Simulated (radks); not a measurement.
# Cu⁴⁺ in [Ne] 3s1.75 3p6 3d7 4d0.25: an all-electron calculation

The task here is to estimate one member of a computed series from the others.

Method: scalar-relativistic Kohn-Sham, BLYP, spin-polarised, spherical densities, finite nucleus; open shells are filled with parallel spins first. Code: radks (a radial shooting solver on a logarithmic mesh, Libxc functionals) version 1.

## Starting point

* element: copper (Z = 29)
* charge: +4
* electrons: 25
* configuration: [Ne] 3s1.75 3p6 3d7 4d0.25
* nuclear rms radius: 3.8823 fm

Set-up of the first run:

The run's settings:

```text
Z 29
configuration [Ne] 3s1.75 3p6 3d7 4d0.25 4s0 4p0 4f0 5d0
relativity scalar-relativistic
functional b88,lyp
spin polarised
nucleus finite rms 3.8823 fm
c 137.035999084
```

One table of the session follows, with a row left open; its other results are not shown here.

It belongs to the step «Radial structure». Sizes of the orbitals, from the radial functions (bohr):

| level | <r> | outermost maximum (interpolated) | 90 % within | nodes |
| --- | --- | --- | --- | --- |
| 1s up | 0.05213 | 0.0341 | 0.0931 | 0 |
| 1s down | 0.05213 | 0.0341 | 0.0931 | 0 |
| 2s up | 0.2353 | 0.197 | 0.364 | 1 |
| 2s down | 0.2351 | 0.197 | 0.364 | 1 |
| 2p up | 0.2065 | 0.158 | 0.338 | 0 |
| 2p down | 0.2062 | 0.158 | 0.337 | 0 |
| 3s up | 0.6962 | 0.608 | 1.04 | 2 |
| 3s down | 0.6991 | 0.609 | 1.04 | 2 |
| 3p up | 0.7211 | 0.611 | 1.10 | 1 |
| 3p down | ? | ? | ? | ? |
| 3d up | 0.7891 | 0.571 | 1.31 | 0 |
| 3d down | 0.8060 | 0.576 | 1.34 | 0 |
| 4s up | 1.880 | 1.70 | 2.72 | 3 |
| 4s down | 1.906 | 1.72 | 2.75 | 3 |
| 4p up | 2.109 | 1.89 | 3.07 | 2 |
| 4p down | 2.135 | 1.93 | 3.10 | 2 |
| 4d up | 2.726 | 2.46 | 4.02 | 1 |
| 4f up | 3.682 | 3.24 | 5.41 | 0 |

**Question.** Estimate the row for 3p down.

The run gave: <r>: 0.7257; outermost maximum (interpolated): 0.613; 90 % within: 1.11; nodes: 1. In the column «<r>» it lies between 3p up (0.7211) and 3d up (0.7891).
